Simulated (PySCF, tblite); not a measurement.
# C₂H₈O₃Si₃: geometry, infrared bands and NMR shifts

Aim: predict the infrared bands and NMR shifts of C₂H₈O₃Si₃ (`C#C[SiH2]O[Si@H](O)O[SiH3]`).

Computed with tblite 0.8.0 and PySCF 2.14.0, with density-fitted response routines of our own, on a single molecule in the gas phase. Atoms are numbered from 0 throughout.

### 1 Starting geometry

16 atoms, charge 0, multiplicity 1; geometry from: force field or distance geometry start.

Bonds of the start (Å): C0–C1 1.20, C1–Si2 1.88, Si2–O3 1.67, O3–Si4 1.63, Si4–O5 1.65, Si4–O6 1.65, O6–Si7 1.64, C0–H8 1.07, Si2–H9 1.47, Si2–H10 1.48, Si4–H11 1.48, O5–H12 0.98, Si7–H13 1.48, Si7–H14 1.48, Si7–H15 1.49.

### 2 Optimising the geometry with GFN2-xTB

What the job is given:

```
{"job": {"kind": "relax", "xc": "GFN2-xTB", "basis": "xTB"}, "charge": 0, "multiplicity": 1}
C     -0.120100    -3.202600     0.262800
C      0.555800    -2.296700     0.653900
Si     1.637500    -0.894900     1.283700
O      1.034400     0.600700     0.847700
Si     0.664100     1.408500    -0.515600
O      1.321200     2.921700    -0.439500
O     -0.964300     1.568300    -0.688400
Si    -2.258900     0.630900    -1.075400
H     -0.735600    -4.001700    -0.087600
H      2.997700    -1.032100     0.743800
H      1.721700    -0.954200     2.757400
H      1.222400     0.707100    -1.694600
H      0.902300     3.502700     0.226700
H     -2.484900    -0.390500    -0.026300
H     -2.025800    -0.039800    -2.375800
H     -3.475000     1.481500    -1.179100
```

The run is started by

```
$ OMP_NUM_THREADS=1 python probes_run.py task.json out
```

The driver reads the jobs from task.json and runs them one after another.

**Question.** This job is followed by: GFN2-xTB harmonic vibrations, gas phase; GIAO PBE0/pcSseg-1 NMR shielding, non-relativistic, gas phase. Predict these results of the whole session: strongest single infrared mode (GFN2-xTB); zero-point energy (GFN2-xTB); 13C shifts against TMS (PBE0/pcSseg-1); 1H shifts against TMS (PBE0/pcSseg-1, means over atoms taken as alike); 29Si shifts against TMS (PBE0/pcSseg-1); 17O shifts against H2O (PBE0/pcSseg-1).

**Answer**, as computed:

| quantity | value |
| --- | --- |
| strongest single infrared mode (GFN2-xTB) | 1116 cm⁻¹, 678 km/mol |
| zero-point energy (GFN2-xTB) | 56.6 kcal/mol |
| 13C shifts against TMS (PBE0/pcSseg-1) | 104.9, 90.8 ppm |
| 1H shifts against TMS (PBE0/pcSseg-1, means over atoms taken as alike) | 5.26, 5.26, 5.20, 4.12, 2.25, 2.08 ppm |
| 29Si shifts against TMS (PBE0/pcSseg-1) | -42.6, -58.2, -73.4 ppm |
| 17O shifts against H2O (PBE0/pcSseg-1) | 71.4, 57.2, 50.3 ppm |

What this shows: Relaxing lowered the energy by 0.313 eV in 154 steps; the close pair that moved most is Si2–O3, from 1.671 to 1.620 Å. All 42 modes are real, so the xTB geometry is a minimum. The strongest single mode, at 1116 cm⁻¹, moves mainly O6 and O3. GFN2-xTB is a fitted tight-binding method: band positions and strengths are rough. Its intensities can rank the bands wrongly. At PBE0/pcSseg-1: Shielding is most anisotropic at C1 (span 289 ppm, paramagnetic term -167 ppm).
